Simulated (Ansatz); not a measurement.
What does this script print? It uses Ansatz 0.2.0 through its Python package.

`methods_ch3bclfo.py`:
```python
'''One geometry of CH3BClFO, method by method.'''

from pathlib import Path

import ansatz
import numpy as np

GEOMETRY = '''
O     0.28810    0.11210    1.52960
C     0.57260   -0.08680    0.17840
F     1.34020   -1.20910    0.09670
B    -0.66830   -0.32430   -0.67970
Cl   -1.15000    0.75310   -2.11970
H    -0.03180    1.12650    1.57800
H     1.17120    0.77740   -0.23930
H    -1.42990   -1.20600   -0.39990
'''

molecule = ansatz.Crystal.molecule()
for line in GEOMETRY.strip().splitlines():
    symbol, *xyz = line.split()
    molecule = molecule.atom(symbol, [float(v) for v in xyz])

calc = molecule.calculation().basis(gaussian='def2-SVP')

print('functional    E (Ha)        dipole (D)   HOMO (eV)  LUMO (eV)')
for name in ['pbe', 'lc_wpbe', 'hf', 'pbe0', 'cam_b3lyp', 'r2scan0']:
    data = calc.functional(name).forces().orbitals().run(threads=1, pin='off', runs_dir='runs').report
    lines = Path(data['orbitals_path']).read_text().splitlines()
    field_of = lambda key: [line.split('=')[1].strip() for line in lines if line.startswith(key)]
    orbitals = [(27.211386 * float(e), s, float(n)) for e, s, n in zip(field_of('Ene='), field_of('Spin='), field_of('Occup='))]
    homo = max(e for e, _, n in orbitals if n > 0.5)
    lumo = min(e for e, _, n in orbitals if n < 0.5)
    dipole = 4.803205 * np.linalg.norm(data['charge_distribution']['dipole_moment_e_ang'])
    print(f'{name:10s} {data["free_energy_ev"] / 27.211386246:14.6f} {dipole:9.3f} {homo:11.3f} {lumo:10.3f}')
```

```console
$ python methods_ch3bclfo.py
functional    E (Ha)        dipole (D)   HOMO (eV)  LUMO (eV)
pbe           -699.240933     2.140      -6.352     -3.028
lc_wpbe       -699.424330     2.176     -10.892      0.191
hf            -697.761813     2.372     -12.105      1.585
pbe0          -699.287145     2.222      -8.069     -2.154
cam_b3lyp     -699.618459     2.238      -9.504     -0.949
r2scan0       -699.509487     2.252      -8.360     -2.001
```

What to keep in mind:
- Total energies depend on the basis set; only differences at equal settings carry meaning.
- The geometry is a force-field or estimated start, not a minimum of this method, and the basis set is short of its limit. A lower total doesn't mark the better method: functionals have no common bound, and MP2 and coupled cluster aren't variational.
- Levels such as HOMO and LUMO are orbital energies: with these approximate functionals they aren't the ionisation energy and electron affinity, and their gap isn't the fundamental gap.
- Wall time of the script: 18 s on 1 thread of Intel(R) Xeon(R) 6975P-C (Granite Rapids), with other jobs on the host, peak memory 0.26 GiB.

(Lines on the test bed's own set-up are left out of the output.)
